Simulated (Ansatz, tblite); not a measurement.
# The cluster Ga₂As₃: rung by rung

One table from this session's results is given with a row withheld; the runs are named, their logs left out.

Program: Ansatz 0.2.0, Gaussian basis. Level of theory: as each input shows. These are calculated values, not measurements.

Plan: GFN1-xTB, GFN2-xTB, PBE-D4/def2-TZVP, r2SCAN-D4/def2-TZVP, HF/def2-TZVP, LC-ωPBE/def2-TZVP, PBE+10HF/def2-SVP, PBE+15HF/def2-SVP, PBE+40HF/def2-SVP, PBE-D4/def2-SVP, PBE0-D4/def2-SVP, HF/STO-3G, HF/6-31G, B3LYP-D4/6-31G, PBE0-D4/def2-TZVPD, PBE-D4/def2-TZVPD, r2SCAN-D4/def2-TZVPD, MP2/def2-TZVP, RPA/def2-TZVP.

2 further runs of the same task are left out: 2 set aside as unsound or not needed. Runs told in other sessions of the task aren't counted.

## The relaxed structure

The geometry is that of the doublet, from an earlier relaxation (r2SCAN-D4/def2-SVP). At that level it is the lowest of the isomers that a small search found.

5 atoms, charge 0, spin multiplicity 2.

Bond lengths: Ga1–Ga2 2.484 Å, Ga1–As4 2.472 Å, Ga2–As3 2.596 Å, Ga2–As5 2.597 Å, As3–As4 2.413 Å, As3–As5 2.519 Å, As4–As5 2.413 Å. Angles: Ga2–Ga1–As4 97.7°, Ga1–Ga2–As3 72.5°, Ga1–Ga2–As5 72.4°, As3–Ga2–As5 58.0°, Ga2–As3–As4 96.3°, Ga2–As3–As5 61.0°, As4–As3–As5 58.5°, Ga1–As4–As3 75.9°, Ga1–As4–As5 75.8°, As3–As4–As5 62.9°, Ga2–As5–As3 61.0°, Ga2–As5–As4 96.3°, As3–As5–As4 58.5°.

PBE0-D4/def2-TZVP was run before; its log isn't repeated, and its numbers join the tables.

The first run:

Tight binding, by tblite at 300 K electronic temperature and without a spin-polarisation term:

```python
tblite.interface.Calculator('GFN1-xTB', numbers, positions, charge=0, uhf=1).singlepoint()
```

Tight binding, by tblite at 300 K electronic temperature and without a spin-polarisation term:

```python
tblite.interface.Calculator('GFN2-xTB', numbers, positions, charge=0, uhf=1).singlepoint()
```

start.molden holds the orbitals of an earlier run on this state, given as this run's starting guess.

File in.yaml:

```yaml
crystal:
  periodic: [false, false, false]
  atoms:
    - {symbol: Ga, position_ang: [0.181308, -1.732368, 0.016168]}
    - {symbol: Ga, position_ang: [-1.681928, -0.343859, -0.861121]}
    - {symbol: As, position_ang: [-0.625872, 0.935044, 1.136165]}
    - {symbol: As, position_ang: [1.619805, 0.110086, 0.820844]}
    - {symbol: As, position_ang: [0.506687, 1.031098, -1.112066]}
basis:
  gaussian: {orbitals: def2-TZVP, initial_orbitals: start.molden}
magnetization: {spin_polarized: true, initial_magnetization: 1}
hamiltonian: {xc: pbe, dispersion: d4}
scf: {omitted_lower_state_checks: [starts]}
output: {orbitals: {seedname: orbitals}}
```

Launch:

```bash
> ansatz run in.yaml --threads 4 --pin off --events-out ev --progress --plain --max-ram 4787MiB
```

Steps of the session up to this table: PBE-D4/def2-TZVP; r2SCAN-D4/def2-TZVP; HF/def2-TZVP; LC-ωPBE/def2-TZVP; PBE+10HF/def2-SVP; PBE+15HF/def2-SVP; PBE+40HF/def2-SVP; PBE-D4/def2-SVP; PBE0-D4/def2-SVP; HF/STO-3G; HF/6-31G; B3LYP-D4/6-31G; PBE0-D4/def2-TZVPD; PBE-D4/def2-TZVPD; r2SCAN-D4/def2-TZVPD; MP2/def2-TZVP; RPA/def2-TZVP.

One of the session's tables, all rows but one given; the rest of the session is left out.

It belongs to the step «Binding energy». 

| level | binding an atom (eV) |
| --- | --- |
| HF/6-31G | 0.261 |
| HF/def2-TZVP | 0.797 |
| PBE-D4/def2-SVP | 2.494 |
| PBE-D4/def2-TZVP | 2.520 |
| PBE-D4/def2-TZVPD | 2.523 |
| r2SCAN-D4/def2-TZVP | 2.396 |
| r2SCAN-D4/def2-TZVPD | 2.399 |
| B3LYP-D4/6-31G | 1.973 |
| PBE0-D4/def2-SVP | 2.320 |
| PBE0-D4/def2-TZVP | 2.357 |
| PBE0-D4/def2-TZVPD | 2.359 |
| LC-ωPBE/def2-TZVP | 2.069 |
| RPA/def2-TZVP | 2.127 |
| MP2/def2-TZVP | ? |

**Question.** Estimate the row for MP2/def2-TZVP.

The run gave: binding an atom (eV): 2.370. In the column «binding an atom (eV)» it lies between PBE0-D4/def2-TZVPD (2.359) and r2SCAN-D4/def2-TZVP (2.396).

Limits of these values: Free atoms were run apart at each level; binding is atoms less cluster, divided by the number of atoms, without zero-point or spin-orbit terms.
